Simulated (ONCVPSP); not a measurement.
**Os: generating and testing an ONCV potential**

Aim: build the potential from the settings below, then test how well it stands in for the atom: other configurations, scattering, ghost states and the plane-wave cutoff that it needs.

Method: ONCVPSP 4.0.1, PBE, scalar-relativistic.

## (1) The atom and the settings

The settings as typed:

```json
{
  "element": "osmium (Os, Z = 76)",
  "type": "optimised norm-conserving Vanderbilt (ONCV)",
  "frozen core": "[Kr] 4d10 4f14",
  "valence charge": "16",
  "reference configuration": "5s2 5p6 5d5 (charge +3)",
  "partial waves": "5s: rc 1.60 bohr, ncon 4, nbas 7, qcut 8.1 1/bohr, 1 projector; 5p: rc 1.90 bohr, ncon 4, nbas 8, qcut 6.6 1/bohr, 2 projectors, debl 3.6 Ha; 5d: rc 1.60 bohr, ncon 4, nbas 8, qcut 6.8 1/bohr, 1 projector",
  "local potential": "polynomial inside 1.50 bohr (lpopt 5, dvloc0 3 Ha)",
  "core correction": "Teter function fitted to the true core (icmod 2), fcfact 0.35"
}
```

## (2) Generating the potential

The input, Os.dat:

```
# ATOM AND REFERENCE CONFIGURATION
# atsym  z   nc   nv     iexc    psfile
  Os 76.00   10    3        4      upf
#
#   n    l    f
    1    0    2.00
    2    0    2.00
    2    1    6.00
    3    0    2.00
    3    1    6.00
    3    2   10.00
    4    0    2.00
    4    1    6.00
    4    2   10.00
    4    3   14.00
    5    0    2.00
    5    1    6.00
    5    2    5.00
#
# PSEUDOPOTENTIAL AND OPTIMIZATION
# lmax
    2
#
#   l,   rc,      ep,       ncon, nbas, qcut
    0    1.60    0.00    4    7    8.10
    1    1.90    0.00    4    8    6.60
    2    1.60    0.00    4    8    6.80
#
# LOCAL POTENTIAL
# lloc, lpopt,  rc(5),   dvloc0
    4    5    1.50    3.00
#
# VANDERBILT-KLEINMAN-BYLANDER PROJECTORs
# l, nproj, debl
    0    1    3.50
    1    2    3.60
    2    1    1.40
#
# MODEL CORE CHARGE
# icmod, fcfact, rcfact
    2    0.35    0.85
#
# LOG DERIVATIVE ANALYSIS
# epsh1, epsh2, depsh
   -6.00    5.00    0.04
#
# OUTPUT GRID
# rlmax, drl
    6.00    0.01
#
# TEST CONFIGURATIONS
# ncnf
    4
# nvcnf
#   n    l    f
    4
    5    0    2.00
    5    1    6.00
    5    2    6.00
    6    0    2.00
#
    4
    5    0    2.00
    5    1    6.00
    5    2    6.00
    6    0    1.00
#
    3
    5    0    2.00
    5    1    6.00
    5    2    6.00
#
    3
    5    0    2.00
    5    1    6.00
    5    2    7.00
#
```

Run with:

```
$ oncvpsp.x < Os.dat > Os.out
```

Before running it: what results should come out? Wanted: cutoffs for 1 and 0.1 mHa per electron, occupied waves; bound ghosts; GHOST(+) flags; largest test error; largest phase difference near zero energy, channels read; rms error of d²Exc/dn², without and with the model core; projector energies reset by the program.

The runs gave:

```
                                                quantity                                         value
  cutoffs for 1 and 0.1 mHa per electron, occupied waves                               23 Ha and 27 Ha
                                            bound ghosts                               s at -208.68 eV
                                          GHOST(+) flags                            none at low energy
                            largest test error (AE − PS)  +8.6 meV, for 5s2 5p6 5d7 (2 tests unsolved)
largest phase difference near zero energy, channels read                                     1.418 rad
 rms error of d²Exc/dn², without and with the model core                             8.03 and 0.73 mHa
                 projector energies reset by the program                           p: -2.987, 0.050 Ha
```

**Reading.** A bound ghost (s) makes it unfit for use: electrons can fall into a state that the atom doesn't have. By total energies transferability is good where solved: the largest error is 8.6 meV on 46.3 eV, for 5s2 5p6 5d7. Atomic tests can pass in spite of a ghost, since they solve only for the levels asked. Of the tests 2 gave no usable energy difference, which is a warning in itself. It counts as of middling hardness, with 23 Ha needed at the looser tolerance. At the looser tolerance the 5s wave is the slowest; 5d needs 17 Ha. Near zero energy the largest phase difference among the channels read is 1.42 rad, in the s channel. Note that the frozen 4f shell (-83 eV) lies higher than the valence 5s shell (-122 eV). All of this concerns the isolated atom, not yet a solid.
